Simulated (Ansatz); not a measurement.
**BLYP/STO-3G run of SiH2F2 (SiF2H2)**

What is the electronic atomisation energy of SiH2F2 (SiF2H2) at BLYP/STO-3G? 

The results are computed with Ansatz 0.2.0.

54 further runs of the same task are left out: 4 that didn't finish, 50 set aside as unsound or not needed.

**1. Starting point**

SiH2F2 has 5 atoms, charge 0, and is taken as a singlet. As SMILES, `[H][Si]([H])(F)F`. The coordinates come from a GFN2-xTB relaxation.

Bond lengths: Si1–F2 1.594 Å, Si1–F3 1.594 Å, Si1–H4 1.442 Å, Si1–H5 1.443 Å. Angles: F2–Si1–F3 103.0°, F2–Si1–H4 107.9°, F2–Si1–H5 107.9°, F3–Si1–H4 107.9°, F3–Si1–H5 108.0°, H4–Si1–H5 120.8°.

**2. The energy at BLYP/STO-3G**

The input, run.yaml:

```yaml
crystal:
  periodic: [false, false, false]
  atoms:
    - symbol: Si
      position_ang: [-0.091360, 0.000560, -0.064290]
    - symbol: F
      position_ang: [0.009240, -0.018840, 1.526500]
    - symbol: F
      position_ang: [1.436020, 0.010630, -0.519740]
    - symbol: H
      position_ang: [-0.680140, 1.257800, -0.455540]
    - symbol: H
      position_ang: [-0.673740, -1.250150, -0.486920]
basis:
  gaussian:
    orbitals: STO-3G
hamiltonian:
  xc: {name: BLYP}
accuracy: high
```

On the command line:

```console
$ ansatz run run.yaml --threads 1 --pin off --max-ram 2610MiB --events-out events.jsonl --progress --plain --runs-dir runs
```

Standard output:

```text
Warning: RAYON_NUM_THREADS=1 ignored (pool sized by the plan → 1); use --threads N
Functional definition: BLYP
  name "BLYP"
  parameter beta = 0.0042
  parameter a = 0.04918
  parameter b = 0.132
  parameter c = 0.2533
  parameter d = 0.349
  exchange = b88_x(beta = beta)
  correlation = lyp_c(a = a, b = b, c = c, d = d)
387 factors; integrals over basis functions are off by at most 2.0e-8 eV
mean field evaluation 1: about -13169.0509 eV, gradient 2.4e1 eV
mean field evaluation 2: about -13167.9240 eV, gradient 3.1e1 eV
mean field evaluation 4: about -13171.1155 eV, gradient 4.8e-1 eV
mean field evaluation 8: about -13171.0850 eV, gradient 2.1e-2 eV
mean field evaluation 16: about -13171.0850 eV, gradient 1.4e-8 eV
mean field -13171.08504594 eV, -484.0284477561 hartree, gradient 1.5e-8 eV, S^2 0.000000; 0 other end points of the search recorded, 0 dependent functions left out
reference -13171.08507627 eV, -484.0284488707 hartree; 17, 17 occupied and 4, 4 virtual orbitals, 387 factors
Total energy: -13171.08507627 eV, -484.0284488707 hartree
```

It took 1.2 s on 1 thread of Arm Neoverse V1, shared host; peak memory 0.097 GiB.

**3. The F atom, same level**

The input, run.yaml:

```yaml
crystal:
  periodic: [false, false, false]
  atoms:
    - {symbol: F, position_ang: [0.000000, 0.000000, 0.000000]}
basis:
  gaussian: {orbitals: STO-3G}
hamiltonian: {xc: {name: BLYP}}
magnetization: {spin_polarized: true, initial_magnetization: 1}
accuracy: high
```

On the command line:

```console
$ ansatz run run.yaml --threads 1 --pin off --max-ram 2610MiB --events-out events.jsonl --progress --plain --runs-dir runs
```

Standard output, cut to the lines that bear on the results:

```text
Warning: RAYON_NUM_THREADS=1 ignored (pool sized by the plan → 1); use --threads N
[... 9 set-up lines as earlier in the session ...]
15 factors; integrals over basis functions are off by at most 1.2e-9 eV
mean field evaluation 1: about -2673.1267 eV, gradient 1.0e-11 eV
mean field evaluation 2: about -2673.1279 eV, gradient 3.4e-11 eV
mean field evaluation 4: about -2673.1273 eV, gradient 0.0e0 eV
mean field evaluation 8: about -2673.1275 eV, gradient 2.7e-2 eV
mean field evaluation 16: about -2673.1272 eV, gradient 6.9e-13 eV
mean field -2673.12786617 eV, -98.2356371706 hartree, gradient 0.0e0 eV, S^2 0.750000; 5 other end points of the search recorded, 0 dependent functions left out
reference -2673.12787566 eV, -98.2356375193 hartree; 5, 4 occupied and 0, 1 virtual orbitals, 15 factors
Total energy: -2673.12787566 eV, -98.2356375193 hartree
```

It took 0.44 s on 1 thread of Arm Neoverse V1, shared host.

**4. The H atom, same level**

The input, job.yaml:

```yaml
crystal:
  periodic: [false, false, false]
  atoms:
    - {symbol: H, position_ang: [0.000000, 0.000000, 0.000000]}
basis:
  gaussian: {orbitals: STO-3G}
magnetization: {spin_polarized: true, initial_magnetization: 1}
hamiltonian: {xc: {name: BLYP}}
accuracy: high
```

On the command line:

```console
$ ansatz run job.yaml --threads 1 --pin off --max-ram 2610MiB --events-out events.jsonl --progress --plain --runs-dir runs
```

Standard output, cut to the lines that bear on the results:

```text
Warning: RAYON_NUM_THREADS=1 ignored (pool sized by the plan → 1); use --threads N
[... 9 set-up lines as earlier in the session ...]
1 factors; integrals over basis functions are off by at most 4.6e-10 eV
mean field evaluation 1: about -12.5918 eV, gradient 0.0e0 eV
mean field evaluation 2: about -12.5918 eV, gradient 0.0e0 eV
mean field -12.59181263 eV, -0.4627405790 hartree, gradient 0.0e0 eV, S^2 0.750000; 0 other end points of the search recorded, 0 dependent functions left out
reference -12.59183075 eV, -0.4627412451 hartree; 1, 0 occupied and 0, 1 virtual orbitals, 1 factors
Total energy: -12.59183075 eV, -0.4627412451 hartree
```

It took 0.08 s on 1 thread of Arm Neoverse V1, shared host.

**5. The Si atom at the same level**

The input, run.yaml:

```yaml
crystal:
  periodic: [false, false, false]
  atoms:
    - {symbol: Si, position_ang: [0.000000, 0.000000, 0.000000]}
basis:
  gaussian:
    orbitals: STO-3G
magnetization:
  spin_polarized: true
  initial_magnetization: 2
hamiltonian:
  xc: {name: BLYP}
accuracy: high
```

On the command line:

```console
$ ansatz run run.yaml --threads 1 --pin off --max-ram 2610MiB --events-out events.jsonl --progress --plain --runs-dir runs
```

Standard output, cut to the lines that bear on the results:

```text
Warning: RAYON_NUM_THREADS=1 ignored (pool sized by the plan → 1); use --threads N
[... 9 set-up lines as earlier in the session ...]
42 factors; integrals over basis functions are off by at most 2.5e-9 eV
mean field evaluation 1: about -7779.8587 eV, gradient 6.8e-1 eV
mean field evaluation 2: about -7779.8599 eV, gradient 7.7e-2 eV
mean field evaluation 4: about -7779.8592 eV, gradient 8.8e-4 eV
mean field evaluation 8: about -7779.8592 eV, gradient 8.7e-10 eV
mean field evaluation 16: about -7779.8592 eV, gradient 2.1e-4 eV
mean field -7779.85922564 eV, -285.9045531643 hartree, gradient 2.3e-11 eV, S^2 2.000000; 1 other end points of the search recorded, 0 dependent functions left out
reference -7779.85925335 eV, -285.9045541826 hartree; 8, 6 occupied and 1, 3 virtual orbitals, 42 factors
Total energy: -7779.85925335 eV, -285.9045541826 hartree
```

Run time: 0.44 s. Hardware: 1 thread of Arm Neoverse V1, shared host.

**6. What came out**

Level: BLYP/STO-3G.

```
                     quantity          value
       molecule: total energy  -484.02845 Eh
         F atom: total energy   -98.23564 Eh
                 F atom: ⟨S²⟩          0.750
         H atom: total energy    -0.46274 Eh
                 H atom: ⟨S²⟩          0.750
        Si atom: total energy  -285.90455 Eh
                Si atom: ⟨S²⟩          2.000
electronic atomisation energy      19.786 eV
```

In words: Taking the molecule apart into free atoms costs 19.79 eV (1909 kJ/mol), before zero-point energy and without spin-orbit coupling. In a minimal basis such a difference can be off by several eV, whatever the method.
